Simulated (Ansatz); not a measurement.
# C2F3N (cyanotrifluoromethane) at B3LYP/cc-pVDZ

Aim: the electronic atomisation energy of C2F3N (cyanotrifluoromethane) at B3LYP/cc-pVDZ, from 4 runs. 

The calculation is run with Ansatz 0.2.0.

## (1) Starting point

C2F3N: 6 atoms, total charge 0, spin state singlet. SMILES: `N#CC(F)(F)F`. The coordinates come from a PBE0-D4/def2-TZVP relaxation.

Bond lengths: N1–C2 1.146 Å, C2–C3 1.481 Å, C3–F4 1.326 Å, C3–F5 1.326 Å, C3–F6 1.326 Å. Angles: N1–C2–C3 180.0°, C2–C3–F4 110.1°, C2–C3–F5 110.1°, C2–C3–F6 110.1°, F4–C3–F5 108.8°, F4–C3–F6 108.8°, F5–C3–F6 108.8°.

## (2) A single-point energy at B3LYP/cc-pVDZ

File job.yaml:

```yaml
basis:
  gaussian: {orbitals: cc-pVDZ}
crystal:
  periodic: [false, false, false]
  atoms:
    - symbol: "N"
      position_ang: [1.022100, -1.705100, 0.893500]
    - symbol: C
      position_ang: [0.486200, -0.810600, 0.417800]
    - symbol: C
      position_ang: [-0.206400, 0.345600, -0.197200]
    - symbol: F
      position_ang: [-1.316000, -0.055800, -0.802300]
    - symbol: F
      position_ang: [0.581500, 0.927000, -1.091500]
    - symbol: F
      position_ang: [-0.525200, 1.234800, 0.733600]
total_charge: 0
hamiltonian: {xc: {name: B3LYP}}
accuracy: high
output: {orbitals: {seedname: orbitals}}
```

Launch:

```bash
$ ansatz run job.yaml --threads 1 --pin off --max-ram 3480MiB --events-out events.jsonl --progress --plain --runs-dir runs
```

Output:

```text
Warning: RAYON_NUM_THREADS=1 ignored (pool sized by the plan → 1); use --threads N
Functional definition: B3LYP
  name "B3LYP"
  parameter a0 = 0.2
  parameter ax = 0.72
  parameter ac = 0.81
  exchange = (1 - a0 - ax)*slater_x + ax*b88_x + a0*exact_x
  correlation = (1 - ac)*vwn_rpa_c + ac*lyp_c
1829 factors; integrals over basis functions are off by at most 2.6e-9 eV
mean field evaluation 1: about -11708.6328 eV, gradient 5.3e1 eV
mean field evaluation 2: about -11694.5341 eV, gradient 9.8e1 eV
mean field evaluation 4: about -11713.5821 eV, gradient 5.0e0 eV
mean field evaluation 8: about -11713.8386 eV, gradient 2.0e-1 eV
mean field evaluation 16: about -11713.8387 eV, gradient 9.1e-6 eV
mean field -11713.83867908 eV, -430.4756315312 hartree, gradient 7.1e-9 eV, S^2 0.000000; 0 other end points of the search recorded, 0 dependent functions left out
reference -11713.83870492 eV, -430.4756324806 hartree; 23, 23 occupied and 61, 61 virtual orbitals, 1829 factors
Total energy: -11713.83870492 eV, -430.4756324806 hartree
```

It took 10 s on 1 thread of Arm Neoverse N1, shared host; peak memory 0.26 GiB.

## (3) The C atom

File job.yaml:

```yaml
crystal:
  periodic: [false, false, false]
  atoms:
    - {symbol: C, position_ang: [0.000000, 0.000000, 0.000000]}
basis:
  gaussian: {orbitals: cc-pVDZ}
magnetization: {spin_polarized: true, initial_magnetization: 2}
hamiltonian: {xc: {name: B3LYP}}
accuracy: high
```

Launch:

```bash
$ ansatz run job.yaml --threads 1 --pin off --max-ram 3480MiB --events-out events.jsonl --progress --plain --runs-dir runs
```

Output, shortened:

```text
Warning: RAYON_NUM_THREADS=1 ignored (pool sized by the plan → 1); use --threads N
[... 7 set-up lines as earlier in the session ...]
96 factors; integrals over basis functions are off by at most 1.3e-9 eV
mean field evaluation 1: about -1029.9161 eV, gradient 3.7e0 eV
mean field evaluation 2: about -1029.9936 eV, gradient 1.2e0 eV
mean field evaluation 4: about -1030.0043 eV, gradient 2.3e-1 eV
mean field evaluation 8: about -1030.0047 eV, gradient 1.6e-5 eV
mean field -1030.00468859 eV, -37.8519741435 hartree, gradient 2.0e-9 eV, S^2 2.002453; 0 other end points of the search recorded, 0 dependent functions left out
reference -1030.00470938 eV, -37.8519749074 hartree; 4, 2 occupied and 10, 12 virtual orbitals, 96 factors
Total energy: -1030.00470938 eV, -37.8519749074 hartree
```

It took 0.5 s on 1 thread of Arm Neoverse N1, shared host.

## (4) The F atom at the same level

File job.yaml:

```yaml
crystal:
  periodic: [false, false, false]
  atoms:
    - {symbol: F, position_ang: [0.000000, 0.000000, 0.000000]}
basis:
  gaussian:
    orbitals: cc-pVDZ
magnetization:
  spin_polarized: true
  initial_magnetization: 1
accuracy: high
hamiltonian:
  xc: {name: B3LYP}
```

Run the same way, it converges to -99.72660 Eh (log not shown).

## (5) The N atom, same level

File job.yaml:

```yaml
crystal:
  periodic: [false, false, false]
  atoms:
    - {symbol: N, position_ang: [0.000000, 0.000000, 0.000000]}
basis:
  gaussian: {orbitals: cc-pVDZ}
hamiltonian: {xc: {name: B3LYP}}
accuracy: high
magnetization: {spin_polarized: true, initial_magnetization: 3}
```

Run the same way, it converges to -54.58914 Eh (log not shown).

## (6) Summary of results

At B3LYP/cc-pVDZ:

| quantity | value |
| --- | --- |
| molecule: total energy | -430.47563 Eh |
| molecule: HOMO energy | -10.58 eV |
| molecule: LUMO energy | -0.68 eV |
| molecule: HOMO–LUMO gap | 9.90 eV |
| C atom: total energy | -37.85197 Eh |
| C atom: ⟨S²⟩ | 2.002 |
| F atom: total energy | -99.72660 Eh |
| F atom: ⟨S²⟩ | 0.751 |
| N atom: total energy | -54.58914 Eh |
| N atom: ⟨S²⟩ | 3.752 |
| electronic atomisation energy | 27.286 eV |

What this shows: Taking the molecule apart into free atoms costs 27.29 eV (629 kcal/mol), before zero-point energy and without spin-orbit coupling.
